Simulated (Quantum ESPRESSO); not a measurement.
Hf: relaxation of cell and atoms with PBEsol

The system is Hf.

```
CELL_PARAMETERS angstrom
-1.72500 1.72500 1.72500
1.72500 -1.72500 1.72500
1.72500 1.72500 -1.72500
ATOMIC_POSITIONS crystal
Hf 0.00000 0.00000 0.00000
```

This isn't the form of Hf at room conditions, which is hcp.

```
Program             : Quantum ESPRESSO 7.5
Task                : relaxation of cell and atoms
Functional          : PBEsol
Potentials or basis : GBRV 1.5 PBEsol
Cutoff              : 612 eV
Density cutoff      : 4898 eV
k mesh              : 24 × 24 × 24
Occupations         : gaussian, width 0.1 eV
Spin                : no spin polarisation
Target pressure     : 30 GPa
Mixing beta         : 0.5
Most SCF iterations : 120
SCF threshold       : 2e-10 Ry
Most ionic steps    : 40
Forc conv thr       : 0.0004 Ry/bohr
Etot conv thr       : 1e-05 Ry
Ion dynamics        : bfgs
Cell dynamics       : bfgs
Press conv thr      : 0.3 kbar
```

```yaml
Relaxed_volume: 17.44 Å³/atom
Relaxed_cell: a = 2.830 Å, b = 2.830 Å, c = 2.830 Å, α = 109.47°, β = 109.47°, γ = 109.47°
Space_group_after_relaxing_to_0.05_Å: Im-3m (No. 229)
Energy_change_on_relaxing_the_enthalpy_is_what_falls: +302.1 meV/atom
Ionic_steps: 5
Pressure_after_relaxing: 29.7 GPa
Band_gap_on_the_k_mesh: none (metal or under the smearing width)
```

Step by step:
| step | energy change (eV) | largest force (eV/Å) | pressure (GPa) | volume (Å³) |
| --- | --- | --- | --- | --- |
| 1 | 0.0000 | 0.0000 | 4.28 | 20.53 |
| 2 | 0.2147 | 0.0000 | 24.33 | 17.96 |
| 3 | 0.3208 | 0.0000 | 31.14 | 17.34 |
| 4 | 0.3017 | 0.0000 | 29.97 | 17.44 |
| 5 | 0.3021 | 0.0000 | 30.00 | 17.44 |

Final structure:
```
Hf
1.0
    -1.63362    1.63362    1.63362
     1.63362   -1.63362    1.63362
     1.63362    1.63362   -1.63362
Hf
1
Direct
  0.00000 0.00000 0.00000
```

Levels at points of the mesh, in eV from the Fermi level:
| k point | band 3 | band 4 | band 5 | band 6 | band 7 | band 8 | band 9 | band 10 |
| --- | --- | --- | --- | --- | --- | --- | --- | --- |
| (0.00, 0.00, 0.00) | -28.77 | -28.77 | -7.74 | 1.67 | 1.67 | 1.67 | 5.25 | 5.25 |
| (0.00, 0.00, -0.50) | -29.33 | -28.79 | -4.24 | -1.04 | 2.41 | 5.28 | 6.56 | 10.12 |
| (-0.50, -0.50, -0.50) | -30.00 | -30.00 | -3.83 | -3.83 | 8.88 | 8.88 | 8.88 | 9.53 |

Run time: 4.3 min on 1 thread of Arm Neoverse V1 (shared host), peak memory 0.19 GiB.

Caveat: the volume moved by over 15 % at a fixed basis, so the end points are rough. The run has no spin-orbit coupling, so splittings on Hf are missing.
